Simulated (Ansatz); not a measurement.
RbPO₃, space group Cmcm, a projected density of states

Program: the Ansatz DFT code, driven from Python.

Input file `rbpo3.extxyz`:
```text
10
Lattice="3.036882 -6.691234 0.0 3.036882 6.691234 0.0 0.0 0.0 4.862531" Properties=species:S:1:pos:R:3 pbc="T T T"
Rb    3.03688200    2.08921737    3.64689825
Rb    3.03688200   -2.08921737    1.21563275
P     3.03688200    5.65271434    3.64689825
P     3.03688200   -5.65271434    1.21563275
O     1.29539720    1.79851671    1.21563275
O     4.77836680    1.79851671    1.21563275
O     4.77836680   -1.79851671    3.64689825
O     1.29539720   -1.79851671    3.64689825
O     0.00000000    0.00000000    0.00000000
O     0.00000000    0.00000000    2.43126550
```

Notebook, run cell by cell (the value of a cell's last expression is shown):

**Cell 1**
```python
import warnings

import ansatz as az
import numpy as np
```

**Cell 2**
```python
xtal = az.Crystal.from_extxyz("rbpo3.extxyz")
```

**Cell 3**
```python
len(xtal.resolved().sites)
```
Output:
```text
10
```

**Cell 4**
```python
calculation = (
    xtal.calculation()
    .functional(az.Functional.LDA)
    .basis(14 * az.Ha, xc_grid=3)
    .kpoints(2, 2, 2, center="gamma")
    .occupations(az.OccupationsMethod.FIXED)
    .scf(tolerance=1e-05)
    .scf(extra_bands=26)
    .density_of_states(projected=True, energy_step=0.05)
)
with warnings.catch_warnings(record=True) as caught:
    warnings.simplefilter("always")
    res = calculation.run(threads=1, backend="cpu")
print("warnings raised:", sorted(w.category.__name__ for w in caught) or "none")
rep = res.report
```
Output:
```text
warnings raised: ['DeckWarning']
```

**Cell 5**
```python
type(res).__name__, type(rep).__name__
```
Output:
```text
('RunOutcome', 'dict')
```

**Cell 6**
```python
{key: value for key, value in rep.items() if isinstance(value, (int, float)) and "ev" in key}
```
Output:
```text
{'gap_by_band_count_ev': 4.258807767273031,
 'fermi_energy_ev': 1.5660253784774874,
 'harris_foulkes_ev': -11131.942252136581,
 'free_energy_ev': -11131.942252177021,
 'internal_energy_ev': -11131.942252177021,
 'lagrangian_ev': -11131.942252177021,
 'energy_sigma0_ev': -11131.942252177021,
 'lagrangian_sigma0_ev': -11131.942252177021,
 'entropy_ts_ev': 0.0,
 'loop_fermi_energy_ev': 1.5660253780822688,
 'occupations_fermi_energy_ev': 1.5660253784774874}
```

**Cell 7**
```python
dos = res.density_of_states()
energy = np.asarray(dos.energies_ev) - dos.fermi_ev
curves = {}
for site in res.projected_density_of_states().sites:
    for shell in site.shells:
        weight = sum(np.sum(curve.g_bin_mean_per_ev, axis=0) for curve in shell.curves)
        name = f"{site.species} {shell.label}"
        curves[name] = curves.get(name, 0) + weight
```

**Cell 8**
```python
step = energy[1] - energy[0]
windows = [(-10, -5), (-5, 0), (0, 6)]
print("states by shell in windows of E - E_F (eV):", windows)
for name, g in curves.items():
    print(f"{name:8s}", " ".join(f"{step * g[(energy >= a) & (energy < b)].sum():8.3f}" for a, b in windows))
filled = (energy < 0) & (energy > -10)
for name, g in curves.items():
    if g[filled].sum() * step > 0.5:
        print(f"centre of {name}: {np.average(energy[filled], weights=g[filled]):.2f} eV")
```
Output:
```text
states by shell in windows of E - E_F (eV): [(-10, -5), (-5, 0), (0, 6)]
Rb 4S       0.001    0.009    0.005
Rb 5S       0.038    0.204    0.507
Rb 4P      11.721    0.224    0.005
P 3S        0.126    0.181    0.071
P 3P        0.654    1.425    0.022
O 2S        0.328    1.255    0.098
O 2P        2.701   26.390    0.039
centre of Rb 4P: -8.10 eV
centre of P 3P: -4.79 eV
centre of O 2S: -4.58 eV
centre of O 2P: -2.66 eV
```

These settings explore the input space; cutoff and mesh may be short of convergence. The cutoff lies under the one recommended for these potentials. Semilocal gaps usually lie well under measured ones. With fixed filling the reported Fermi level is the top filled level among the k-points of the SCF. Energy and stress may still move on a finer k-point mesh. An absolute Fermi energy rests on an arbitrary zero of the periodic potential and has no direct meaning. The empty d shell of the heavier alkali and alkaline-earth atoms, which makes much of a conduction band, may have no channel. The crystal has a gap of about 4.26 eV on the mesh; bins of finite width blur the band edges. The structure comes from a database of computed cells and needn't be a stable or known phase. Gaps and levels are Kohn-Sham values on a finite set of k-points, without spin-orbit coupling. Curves are summed over the cell's atoms. Only shells that the potentials hold have channels, so projections don't add up to the total, least of all where a shell is missing (p of most metals); heights and places of peaks move with the mesh. The density of states is complete only as far up as bands were computed. A band centre counts only the states inside the window taken. Run time: 4 s on 1 thread of Arm Neoverse V2, with other jobs on the host, peak memory 0.45 GiB.
